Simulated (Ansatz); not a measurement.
**CH4BrFGe: a ladder of functionals and wavefunction methods**

How much do the methods differ for CH4BrFGe? The plan is to run it at one geometry with functionals of several rungs and with coupled cluster. The yardstick is the atomisation energy at the CCSD(T) limit.

Program: Ansatz 0.2.0, Gaussian basis. Level of theory: functionals in def2-TZVPP, the program's frozen cores in correlated methods. These are calculated values, not measurements.

Levels to be run: LDA (SPW92), PBE-D4, revPBE-D4, BLYP-D4, r2SCAN-D4, B97M-V, PBE0-D4, B3LYP-D4, r2SCANh-D4, r2SCAN0-D4, HSE06-D4, BHLYP-D4, CAM-B3LYP-D4, LC-ωPBE, ωB97X-V, ωB97M-V, B2PLYP, PBE-QIDH; CCSD(T)/def2-SVP; CCSD(T)/def2-TZVPP; MP2/def2-QZVPP; extrapolation to the limit; RPA on PBE.

**1. The relaxed structure**

The geometry comes from an earlier relaxation with PBE0-D4 in a triple-zeta def2 set; it is a stationary point, not always the lowest conformer.

SMILES `[CH3][GeH]([F])[Br]`, 8 atoms, charge 0, spin multiplicity 1.

Atoms are counted from 1 here; the program's logs count them from 0.

Bond lengths: C1–Ge2 1.928 Å, C1–H5 1.090 Å, C1–H6 1.090 Å, C1–H7 1.091 Å, Ge2–F3 1.736 Å, Ge2–Br4 2.298 Å, Ge2–H8 1.532 Å. Angles: Ge2–C1–H5 109.9°, Ge2–C1–H6 109.1°, Ge2–C1–H7 109.5°, H5–C1–H6 109.3°, H5–C1–H7 109.5°, H6–C1–H7 109.5°, C1–Ge2–F3 107.4°, C1–Ge2–Br4 110.2°, C1–Ge2–H8 118.1°, F3–Ge2–Br4 105.9°, F3–Ge2–H8 106.1°, Br4–Ge2–H8 108.3°.

**2. LDA**

This LDA is Slater exchange with PW92 correlation.

Input file in.yaml:

```yaml
crystal:
  periodic: [false, false, false]
  atoms:
    - {symbol: C, position_ang: [-0.256045, 1.027943, 0.186641]}
    - {symbol: Ge, position_ang: [0.350209, -0.747887, -0.256469]}
    - {symbol: F, position_ang: [1.380086, -1.282622, 1.035338]}
    - {symbol: Br, position_ang: [-1.423982, -2.207138, -0.293951]}
    - {symbol: H, position_ang: [-0.941145, 1.389168, -0.580729]}
    - {symbol: H, position_ang: [-0.772364, 0.999656, 1.145913]}
    - {symbol: H, position_ang: [0.601270, 1.699099, 0.254957]}
    - {symbol: H, position_ang: [1.153970, -0.935220, -1.547499]}
basis:
  gaussian: {orbitals: def2-TZVPP}
hamiltonian: {xc: lda}
output: {orbitals: {seedname: orbitals}}
```

After this run come: PBE-D4 (GGA); revPBE-D4 (GGA); BLYP-D4 (GGA); r2SCAN-D4 (meta-GGA); B97M-V (meta-GGA); PBE0-D4 (hybrid); B3LYP-D4 (hybrid); r2SCANh-D4 (hybrid); r2SCAN0-D4 (hybrid); HSE06-D4 (hybrid); BHLYP-D4 (hybrid); CAM-B3LYP-D4 (range-separated); LC-ωPBE-D4 (range-separated); ωB97X-V (range-separated); ωB97M-V (range-separated); B2PLYP (double hybrid); PBE-QIDH (double hybrid); CCSD(T) in def2-SVP; CCSD(T) in def2-TZVPP; MP2 in def2-QZVPP; RPA on PBE orbitals.

Q: Predict the results of all the runs planned. Wanted: atomisation energy, CCSD(T)/CBS; farthest beyond LDA; mean size of error, GGA; mean size of error, meta-GGA; mean size of error, hybrid; mean size of error, range-separated; mean size of error, double hybrid; gap, smallest and largest; T1 diagnostic.

**Answer**, as computed:

```
                               quantity                                                                             value
        atomisation energy, CCSD(T)/CBS                                                                     2701.9 kJ/mol
 functionals within 27.0 kJ/mol (1.0 %)  PBE-D4, r2SCAN-D4, B97M-V, r2SCANh-D4, HSE06-D4, CAM-B3LYP-D4, ωB97X-V, PBE-QIDH
                    farthest beyond LDA                                                          BHLYP-D4 (-100.5 kJ/mol)
                mean size of error, GGA                                                                       39.7 kJ/mol
           mean size of error, meta-GGA                                                                        2.5 kJ/mol
             mean size of error, hybrid                                                                       43.1 kJ/mol
    mean size of error, range-separated                                                                       23.4 kJ/mol
      mean size of error, double hybrid                                                                       37.9 kJ/mol
              gap, smallest and largest                                         5.76 eV (LDA (SPW92)), 13.13 eV (LC-ωPBE)
                          T1 diagnostic                                                                            0.0097
triples share of the correlation energy                                                                             3.3 %
```

What this shows: LDA overbinds by 356.1 kJ/mol (13 %). PBE-D4 misses by +10.4 kJ/mol. Double hybrids carry the basis error of their MP2 part in triple zeta, and no dispersion term here, so their miss is partly the set-up's. The rungs meta-GGA, range-separated miss on average by less than the doubt on the reference (27.0 kJ/mol), so they tie. Misses under about 27.0 kJ/mol are within the doubt on the reference itself, which lacks core-valence correlation, relativity and higher excitations, and its outer-core shells are covered unevenly. All levels share the lack of spin-orbit coupling, which lowers the free heavy atoms and so the true binding. Hartree-Fock recovers 74 % of the binding; the rest is correlation. CCSD(T) in def2-SVP is off by -172.1 kJ/mol, worse than the median functional, from the basis alone. The gap grows from 5.8 to 13.1 eV across the functionals, mostly with the share of exact exchange. Correlated methods include outer-core shells of Br, Ge, which these sets cover unevenly.
